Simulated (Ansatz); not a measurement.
The system is NiMoIrPdW.

```xyz
5
Lattice="2.7608 0.0000 0.0000 -1.3804 2.3909 0.0000 0.0000 0.0000 11.3405" Properties=species:S:1:pos:R:3 pbc="T T T"
Ni    0.0000    0.0000    8.0423
Mo    1.3804    0.7970    3.3369
Pd    1.3804    0.7970   10.1952
Ir    0.0000    0.0000    1.2025
W     1.3804    0.7970    6.0015
```

The cell was built by a generator and needn't be a form met in nature.

Base run:

```yaml
Program: Ansatz 0.2.0
Functional: LDA
Potentials_or_basis: all-electron LAPW, scalar-relativistic
Cutoff: 282 eV
Density_cutoff: 1129 eV
Basis_error_allowed: 0.002 eV/atom
k_mesh: 8 × 8 × 2
Occupations: fermi-dirac, width 0.05 eV
Spin: collinear spin, ferromagnetic start
Starting_moments: "[1.0, 1.0, 0.0, 0.6, 0.0] μB"
```

Its results: pressure -14.0 GPa; net moment 0.00 μB per cell; largest force 0.292 eV/Å.

Q: After a change of settings the same cell gave: pressure 4.0 GPa; net moment 0.00 μB per cell; largest force 0.322 eV/Å. Which change was it?
A. functional from LDA to PBE
B. functional from LDA to PBEsol
C. functional from LDA to RPBE
D. functional from LDA to PBE; k mesh from 8 × 8 × 2 to 11 × 11 × 3

A: C.

RPBE binds less tightly than LDA, so the same cell stands under more pressure.

Caveats: the k mesh is thin for a metal, which can move the energy by tens of meV per atom.

Not every run made on this cell is shown here.
